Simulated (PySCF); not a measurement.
# CoBr6 (-2): ligand-field states, part 2 of 3

PySCF 2.14.0. Atoms count from 0.

## 5. Ligand-field states: state-averaged CASSCF (bond length × 0.98) in water

Job settings and geometry (Å):

```
{"job": {"kind": "lf", "basis": {"metal": "x2c-TZVPall", "ligand": "x2c-SVPall"}, "nevpt": true, "solvent": "water", "reuse": true}, "charge": -2, "metal": "Co", "open_shell": "d5"}
Co     0.000000     0.000000     0.000000
Br     0.000000     0.000000     2.342200
Br     0.000000     0.000000    -2.342200
Br     2.342200     0.000000     0.000000
Br    -2.342200     0.000000     0.000000
Br     0.000000     2.342200     0.000000
Br    -0.000000    -2.342200     0.000000
```

Level: state-averaged CASSCF of the metal d shell, SC-NEVPT2 on the averaged canonical orbitals, state-interaction spin-orbit coupling.

Output:

```text
basis functions 240, electrons 239, active (5e, 5o)
start from the orbitals of the previous structure
stage 1: DIIS on the effective Fock matrix, level shift 0.30
cycle   1  E = -17013.0110972325  dE = -1.701e+04  max|g| = 4.685e+00
cycle   2  E = -17015.2320988432  dE = -2.221e+00  max|g| = 3.685e-01
cycle   3  E = -17015.0253627327  dE =  2.067e-01  max|g| = 3.191e-01
cycle   4  E = -17015.4483861972  dE = -4.230e-01  max|g| = 1.143e-01
cycle   5  E = -17015.6616870813  dE = -2.133e-01  max|g| = 3.548e-01
cycle   6  E = -17015.8558262638  dE = -1.941e-01  max|g| = 1.193e-01
cycle   7  E = -17015.7454732611  dE =  1.104e-01  max|g| = 3.443e-01
cycle   8  E = -17015.4501600669  dE =  2.953e-01  max|g| = 6.939e-01
cycle   9  E = -17015.6752622378  dE = -2.251e-01  max|g| = 4.466e-01
cycle  10  E = -17015.6452405126  dE =  3.002e-02  max|g| = 4.974e-01
cycle  11  E = -17015.5993054144  dE =  4.594e-02  max|g| = 5.450e-01
cycle  12  E = -17015.3739313859  dE =  2.254e-01  max|g| = 7.233e-01
cycle  13  E = -17014.7493283445  dE =  6.246e-01  max|g| = 9.641e-01
cycle  14  E = -17014.5427684157  dE =  2.066e-01  max|g| = 1.048e+00
cycle  15  E = -17014.4131724623  dE =  1.296e-01  max|g| = 1.113e+00
stage 2: quasi-Newton rotations from the point of smallest gradient
cycle  17  E = -17015.5400488471  dE = -9.166e-02  max|g| = 3.284e-01
cycle  18  E = -17015.7405368889  dE = -2.005e-01  max|g| = 2.609e-01
cycle  20  E = -17015.7440103340  dE = -3.473e-03  max|g| = 4.166e-01
cycle  21  E = -17015.8520707107  dE = -1.081e-01  max|g| = 7.043e-02
cycle  22  E = -17015.8731475947  dE = -2.108e-02  max|g| = 6.415e-02
cycle  23  E = -17015.8757992558  dE = -2.652e-03  max|g| = 1.461e-02
cycle  24  E = -17015.8759761861  dE = -1.769e-04  max|g| = 3.505e-03
cycle  25  E = -17015.8760039208  dE = -2.773e-05  max|g| = 1.603e-03
cycle  26  E = -17015.8760072013  dE = -3.281e-06  max|g| = 3.282e-04
cycle  27  E = -17015.8760076509  dE = -4.496e-07  max|g| = 2.633e-04
cycle  28  E = -17015.8760077156  dE = -6.473e-08  max|g| = 7.425e-05
cycle  29  E = -17015.8760077263  dE = -1.074e-08  max|g| = 4.737e-05
cycle  30  E = -17015.8760077274  dE = -1.033e-09  max|g| = 1.141e-05
cycle  31  E = -17015.8760077274  dE = -6.548e-11  max|g| = 2.735e-06
converged average energy = -17015.8760077274

 mult deg   label        CASSCF/cm-1   NEVPT2/cm-1
   2   3   2T2g                0.0           0.0
   4   3   4T1g           -32854.0       42931.6
   4   3   4T2g           -27909.4       49753.4
   2   3   2T1g           -24835.6       51559.4
   2   3   2T2g           -18694.8       55672.3
   2   1   2A2g           -19010.3       59226.3
   2   3   2T2g           -17290.8       62948.3
   2   3   2T1g           -13276.9       71063.7
   6   1   6A1g           -48624.1       72893.1
   2   2   2Eg            -16078.9       75579.8
   4   2   4Eg            -30569.8       84237.9
   2   1   2A1g            -2506.8       84521.1
   4   1   4A1g           -32040.0       84764.2
   4   1   4A2g           -21775.7       87924.8
   2   1   2A1g            -9908.1       88386.7
   2   2   2Eg            -12647.0       88782.1
   2   1   2A1g           -23142.2       91679.2
   2   2   2Eg             16684.9       93477.7
   4   3   4T2g           -19063.2       95880.7
   2   2   2Eg             -9225.4       97716.7
   2   3   2T2g           -12768.5       97892.7
   4   2   4Eg            -19269.7       98276.9
   2   3   2T2g            -7970.4       98587.8
   2   1   2A2g            -7071.6      102011.3
   2   3   2T1g            -7285.5      102583.1
   2   3   2T1g            -7966.0      104766.7
   2   2   2Eg              -269.7      105192.4
   2   3   2T2g            21543.7      106861.0
   2   3   2T2g            29983.6      107334.7
   4   3   4T2g            18856.0      107942.0
   4   3   4T1g            -4926.6      109162.8
   2   3   2T2g             7105.2      109260.5
   4   3   4T1g            13692.2      109977.1
   2   3   2T1g             6277.0      112054.5
   2   3   2T1g            22344.3      112119.7
   2   1   2A1g            41365.6      115194.1
   2   3   2T1g            14323.0      116466.3
   2   3   2T2g            34339.4      116769.6
   2   3   2T1g            41905.2      116858.6
   2   2   2Eg             61605.2      117309.6
   2   2   2Eg             32994.7      118892.4
   2   1   2A2g            27711.8      120021.3
   2   3   2T2g            93589.9      472156.4

spin-orbit levels / cm-1
      0.00  x2  2T2g 1.00
    633.22  x4  2T2g 1.00
  43189.83  x4  4T1g 1.00
  43207.81  x2  4T1g 1.00
  43432.21  x4  4T1g 1.00
  43577.80  x2  4T1g 1.00
  50057.38  x2  4T2g 0.99
  50075.30  x4  4T2g 0.99
  50237.14  x4  4T2g 1.00
  50333.70  x2  4T2g 1.00
  51846.90  x4  2T1g 0.99
  52229.33  x2  2T1g 0.99
  55949.64  x2  2T2g 1.00
  56196.40  x4  2T2g 0.99
  59667.91  x2  2A2g 0.99
  63278.03  x4  2T2g 1.00
  63569.55  x2  2T2g 1.00
  71443.28  x4  2T1g 1.00
  71585.29  x2  2T1g 1.00
  73309.71  x6  6A1g 1.00
```

It took 70 s on 1 thread of Intel Xeon Platinum 8488C, shared host; peak memory 0.77 GiB.

Warnings kept with the result: an active orbital is not mainly the metal shell.

An active orbital is only 48 % metal, under the run's own bar for a metal shell, so levels, ζ, ground spin and magnetism of this run may not be those of the metal's shell and are not read here.

## 6. Ligand-field states: state-averaged CASSCF (bond length × 1.02) in water

Job settings and geometry (Å):

```
{"job": {"kind": "lf", "basis": {"metal": "x2c-TZVPall", "ligand": "x2c-SVPall"}, "nevpt": true, "solvent": "water", "reuse": true}, "charge": -2, "metal": "Co", "open_shell": "d5"}
Co     0.000000     0.000000     0.000000
Br     0.000000     0.000000     2.437800
Br     0.000000     0.000000    -2.437800
Br     2.437800     0.000000     0.000000
Br    -2.437800     0.000000     0.000000
Br     0.000000     2.437800     0.000000
Br    -0.000000    -2.437800     0.000000
```

With the program's defaults for keys left out, this is: state-averaged CASSCF of the metal d shell, SC-NEVPT2 on the averaged canonical orbitals, state-interaction spin-orbit coupling.

Output:

```text
basis functions 240, electrons 239, active (5e, 5o)
start from the orbitals of the previous structure
stage 1: DIIS on the effective Fock matrix, level shift 0.30
cycle   1  E = -17012.6120957192  dE = -1.701e+04  max|g| = 4.128e+00
cycle   2  E = -17015.2838782315  dE = -2.672e+00  max|g| = 3.560e-01
cycle   3  E = -17015.2656350863  dE =  1.824e-02  max|g| = 3.605e-01
cycle   4  E = -17015.3840035446  dE = -1.184e-01  max|g| = 1.907e-01
cycle   5  E = -17015.1539412154  dE =  2.301e-01  max|g| = 5.145e-01
cycle   6  E = -17014.7843610919  dE =  3.696e-01  max|g| = 7.956e-01
cycle   7  E = -17014.2957457173  dE =  4.886e-01  max|g| = 7.913e-01
cycle   8  E = -17013.8877173304  dE =  4.080e-01  max|g| = 9.062e-01
cycle   9  E = -17013.9034705866  dE = -1.575e-02  max|g| = 8.971e-01
cycle  10  E = -17013.9536848831  dE = -5.021e-02  max|g| = 7.819e-01
cycle  11  E = -17014.1193508618  dE = -1.657e-01  max|g| = 7.146e-01
cycle  12  E = -17014.3908795402  dE = -2.715e-01  max|g| = 7.443e-01
cycle  13  E = -17014.9551603175  dE = -5.643e-01  max|g| = 5.588e-01
cycle  14  E = -17015.0340808139  dE = -7.892e-02  max|g| = 5.156e-01
cycle  15  E = -17015.0144184092  dE =  1.966e-02  max|g| = 5.504e-01
stage 2: quasi-Newton rotations from the point of smallest gradient
cycle  17  E = -17015.4044941559  dE = -2.049e-02  max|g| = 3.387e-01
cycle  18  E = -17015.5224788286  dE = -1.180e-01  max|g| = 1.163e-01
cycle  19  E = -17015.6863966705  dE = -1.639e-01  max|g| = 1.822e-01
cycle  21  E = -17015.7787159049  dE = -9.232e-02  max|g| = 2.334e-01
cycle  22  E = -17015.8912853385  dE = -1.126e-01  max|g| = 1.198e-01
cycle  25  E = -17015.9037918020  dE = -1.251e-02  max|g| = 8.060e-02
cycle  26  E = -17015.9111541328  dE = -7.362e-03  max|g| = 1.176e-02
cycle  27  E = -17015.9124857058  dE = -1.332e-03  max|g| = 8.537e-03
cycle  28  E = -17015.9130138034  dE = -5.281e-04  max|g| = 3.465e-03
cycle  29  E = -17015.9130616414  dE = -4.784e-05  max|g| = 1.508e-03
cycle  30  E = -17015.9130651349  dE = -3.493e-06  max|g| = 2.922e-04
cycle  31  E = -17015.9130654346  dE = -2.997e-07  max|g| = 1.052e-04
cycle  32  E = -17015.9130654892  dE = -5.459e-08  max|g| = 3.203e-05
cycle  33  E = -17015.9130654930  dE = -3.831e-09  max|g| = 1.358e-05
cycle  34  E = -17015.9130654934  dE = -3.529e-10  max|g| = 2.434e-06
converged average energy = -17015.9130654934

 mult deg   label        CASSCF/cm-1   NEVPT2/cm-1
   2   3   2T2g                0.0           0.0
   4   3   4T1g           -54063.6       15330.0
   2   3   2T1g           -46633.9       24145.1
   2   3   2T2g           -13733.7       31415.9
   4   3   4T2g           -50174.0       33515.8
   2   3   2T2g           -40474.7       34345.6
   2   1   2A2g           -40883.1       41729.3
   2   1   2A1g           -25546.9       45804.3
   6   1   6A1g           -76144.0       46324.1
   2   2   2Eg            -34479.2       51737.3
   4   2   4Eg            -58954.8       56163.7
   4   1   4A1g           -60634.8       56574.7
   2   3   2T2g           -34051.7       57562.1
   2   3   2T2g           -38570.5       57931.6
   4   3   4T2g           -45560.3       58089.5
   4   1   4A2g           -50522.4       59558.5
   2   3   2T1g           -36954.3       59878.3
   2   2   2Eg             35618.1       60130.0
   2   1   2A1g           -52164.0       62724.2
   2   2   2Eg             -5193.5       62744.2
   2   3   2T2g             2860.8       64352.7
   2   3   2T1g           -33892.5       64360.9
   2   1   2A2g           -33614.3       64776.3
   2   3   2T2g           -41613.4       65327.7
   2   2   2Eg            -38023.9       67054.3
   2   2   2Eg            -41601.3       68989.4
   4   3   4T2g            -7833.6       69408.1
   2   1   2A1g           -36338.6       71381.4
   2   1   2A1g            14635.4       71674.2
   4   2   4Eg            -46596.5       71787.9
   2   2   2Eg            -27245.4       72882.9
   4   3   4T1g           -12680.4       73196.0
   2   3   2T1g            -4631.3       73320.1
   2   3   2T1g            15148.9       74720.4
   2   3   2T1g           -35181.0       77443.6
   2   2   2Eg              6882.7       79039.5
   2   3   2T1g           -20069.5       81298.4
   2   3   2T2g             8050.7       81504.3
   2   1   2A2g             1808.2       81927.1
   4   3   4T1g           -31643.7       82708.0
   2   3   2T2g           -20537.3       83256.7
   2   3   2T1g           -13274.0       86395.6
   2   3   2T2g            75568.8      267986.1

spin-orbit levels / cm-1
      0.00  x2  2T2g 1.00
    380.46  x4  2T2g 1.00
  15443.53  x4  4T1g 1.00
  15452.67  x2  4T1g 1.00
  15668.76  x4  4T1g 1.00
  15799.66  x2  4T1g 1.00
  24283.33  x4  2T1g 1.00
  24609.97  x2  2T1g 1.00
  31502.30  x2  2T2g 1.00
  31745.90  x4  2T2g 1.00
  33736.86  x4  4T2g 0.94 2T2g 0.06
  33738.42  x4  4T2g 1.00
  33738.62  x2  4T2g 1.00
  33784.65  x2  4T2g 0.95 2T2g 0.05
  34471.71  x2  2T2g 0.95 4T2g 0.05
  34742.22  x4  2T2g 0.94 4T2g 0.06
  41996.45  x2  2A2g 1.00
  46067.26  x2  2A1g 1.00
  46576.41  x6  6A1g 1.00
  51997.55  x4  2Eg 1.00
```

It took 75 s on 1 thread of Intel Xeon Platinum 8488C, shared host; peak memory 0.78 GiB.

Warnings kept with the result: an active orbital is not mainly the metal shell.

An active orbital is only 45 % metal, under the run's own bar for a metal shell, so levels, ζ, ground spin and magnetism of this run may not be those of the metal's shell and are not read here.

## 7. Ligand-field states: state-averaged CASSCF (bond length × 1.05) in water

Job settings and geometry (Å):

```
{"job": {"kind": "lf", "basis": {"metal": "x2c-TZVPall", "ligand": "x2c-SVPall"}, "nevpt": true, "solvent": "water", "reuse": true}, "charge": -2, "metal": "Co", "open_shell": "d5"}
Co     0.000000     0.000000     0.000000
Br     0.000000     0.000000     2.509500
Br     0.000000     0.000000    -2.509500
Br     2.509500     0.000000     0.000000
Br    -2.509500     0.000000     0.000000
Br     0.000000     2.509500     0.000000
Br    -0.000000    -2.509500     0.000000
```

Method: state-averaged CASSCF of the metal d shell, SC-NEVPT2 on the averaged canonical orbitals, state-interaction spin-orbit coupling.

Output:

```text
basis functions 240, electrons 239, active (5e, 5o)
start from the orbitals of the previous structure
stage 1: DIIS on the effective Fock matrix, level shift 0.30
cycle   1  E = -17014.5670752924  dE = -1.701e+04  max|g| = 2.877e+00
cycle   2  E = -17015.3926492564  dE = -8.256e-01  max|g| = 2.651e-01
cycle   3  E = -17015.3451991966  dE =  4.745e-02  max|g| = 3.622e-01
cycle   4  E = -17015.4375536879  dE = -9.235e-02  max|g| = 1.446e-01
cycle   5  E = -17015.3625972827  dE =  7.496e-02  max|g| = 2.541e-01
cycle   6  E = -17015.2566892874  dE =  1.059e-01  max|g| = 4.373e-01
cycle   7  E = -17014.9732031907  dE =  2.835e-01  max|g| = 7.073e-01
cycle   8  E = -17014.5723455445  dE =  4.009e-01  max|g| = 8.266e-01
cycle   9  E = -17013.8790417537  dE =  6.933e-01  max|g| = 8.347e-01
cycle  10  E = -17014.0590557811  dE = -1.800e-01  max|g| = 7.676e-01
cycle  11  E = -17014.1574999011  dE = -9.844e-02  max|g| = 7.237e-01
cycle  12  E = -17014.0203147816  dE =  1.372e-01  max|g| = 7.851e-01
cycle  13  E = -17014.3044329839  dE = -2.841e-01  max|g| = 7.267e-01
cycle  14  E = -17014.3376117669  dE = -3.318e-02  max|g| = 7.249e-01
cycle  15  E = -17014.5323479905  dE = -1.947e-01  max|g| = 7.854e-01
stage 2: quasi-Newton rotations from the point of smallest gradient
cycle  18  E = -17015.4783356308  dE = -4.078e-02  max|g| = 9.659e-02
cycle  20  E = -17015.5046836247  dE = -2.635e-02  max|g| = 1.199e-01
cycle  21  E = -17015.5259750512  dE = -2.129e-02  max|g| = 1.579e-01
cycle  22  E = -17015.5501961476  dE = -2.422e-02  max|g| = 8.730e-02
cycle  23  E = -17015.6356785939  dE = -8.548e-02  max|g| = 1.485e-01
cycle  24  E = -17015.7227782763  dE = -8.710e-02  max|g| = 2.126e-01
cycle  26  E = -17015.7778261242  dE = -5.505e-02  max|g| = 2.512e-01
cycle  27  E = -17015.8663721376  dE = -8.855e-02  max|g| = 1.246e-01
cycle  29  E = -17015.8837553408  dE = -1.738e-02  max|g| = 1.631e-01
cycle  31  E = -17015.9012435782  dE = -1.749e-02  max|g| = 1.053e-01
cycle  32  E = -17015.9183815351  dE = -1.714e-02  max|g| = 2.888e-02
cycle  33  E = -17015.9221524922  dE = -3.771e-03  max|g| = 2.154e-02
cycle  34  E = -17015.9225591574  dE = -4.067e-04  max|g| = 1.378e-02
cycle  35  E = -17015.9227095854  dE = -1.504e-04  max|g| = 3.358e-03
cycle  36  E = -17015.9227316550  dE = -2.207e-05  max|g| = 6.696e-04
cycle  37  E = -17015.9227333575  dE = -1.703e-06  max|g| = 2.803e-04
cycle  38  E = -17015.9227335048  dE = -1.473e-07  max|g| = 4.978e-05
cycle  39  E = -17015.9227335108  dE = -5.999e-09  max|g| = 1.967e-05
cycle  40  E = -17015.9227335115  dE = -6.767e-10  max|g| = 5.541e-06
converged average energy = -17015.9227335115

 mult deg   label        CASSCF/cm-1   NEVPT2/cm-1
   2   3   2T2g                0.0           0.0
   2   2   2Eg             22803.0       74085.4
   4   3   4T2g           -20845.6       74837.8
   4   3   4T1g           -63394.7       78504.2
   2   3   2T1g           -56661.0       89107.3
   4   3   4T2g           -57346.2       94526.8
   2   3   2T2g           -50145.6       95268.0
   2   1   2A1g           -35801.3      104979.4
   2   3   2T2g           -45555.2      106320.5
   2   1   2A2g           -45482.9      107694.7
   2   3   2T2g           -10769.1      109847.0
   6   1   6A1g           -90456.5      110306.2
   2   3   2T1g             1740.7      117436.9
   2   1   2A1g             1396.7      117631.1
   4   2   4Eg            -74079.2      118908.7
   4   1   4A1g           -76051.5      119089.6
   2   2   2Eg            -40142.4      120231.3
   2   3   2T1g           -46238.4      120587.6
   4   1   4A2g           -65899.9      122197.8
   2   2   2Eg            -46180.7      122296.0
   2   2   2Eg            -15040.3      123334.7
   4   3   4T2g           -62300.9      123419.3
   2   1   2A1g           -68075.3      124453.6
   2   1   2A2g           -52713.1      124591.1
   2   3   2T1g           -17993.9      124633.4
   4   3   4T1g           -25407.1      126250.9
   2   2   2Eg             -5764.9      128699.9
   2   1   2A2g           -10589.1      133308.9
   2   3   2T2g           -52594.0      133593.3
   2   3   2T2g            -5916.0      133742.2
   2   3   2T1g           -50462.7      134189.1
   4   2   4Eg            -60987.5      135606.4
   2   2   2Eg            -55854.0      135770.4
   2   3   2T2g           -55570.8      135876.5
   2   2   2Eg            -52070.8      136212.5
   2   1   2A1g           -50752.2      137441.3
   2   3   2T2g           -25086.8      139502.2
   2   3   2T1g           -49330.1      141259.3
   2   3   2T1g           -33570.5      141298.0
   2   3   2T2g            71257.0      145390.6
   2   3   2T1g           -27505.3      145603.2
   4   3   4T1g           -45561.3      146318.2
   2   3   2T2g           -34330.8      147596.2

spin-orbit levels / cm-1
      0.00  x2  2T2g 1.00
    681.54  x4  2T2g 1.00
  74314.08  x4  2Eg 0.83 4T2g 0.17
  75038.10  x2  4T2g 1.00
  75203.20  x4  4T2g 0.99
  75440.76  x2  4T2g 1.00
  75642.40  x4  4T2g 0.84 2Eg 0.16
  78817.60  x4  4T1g 1.00
  78827.93  x2  4T1g 1.00
  79032.21  x4  4T1g 1.00
  79156.10  x2  4T1g 1.00
  89450.99  x4  2T1g 1.00
  89732.73  x2  2T1g 1.00
  94802.75  x4  4T2g 1.00
  94806.43  x2  4T2g 1.00
  95035.02  x4  4T2g 0.91 2T2g 0.09
  95247.54  x2  4T2g 0.94 2T2g 0.06
  95774.64  x4  2T2g 0.91 4T2g 0.09
  95784.69  x2  2T2g 0.94 4T2g 0.06
 105440.19  x2  2A1g 1.00
```

Wall time 84 s (1 thread of Intel Xeon Platinum 8488C, shared host); peak memory 0.76 GiB.

Warnings kept with the result: an active orbital is not mainly the metal shell.

An active orbital is only 42 % metal, under the run's own bar for a metal shell, so levels, ζ, ground spin and magnetism of this run may not be those of the metal's shell and are not read here.

(Continued in part 3 of 3.)
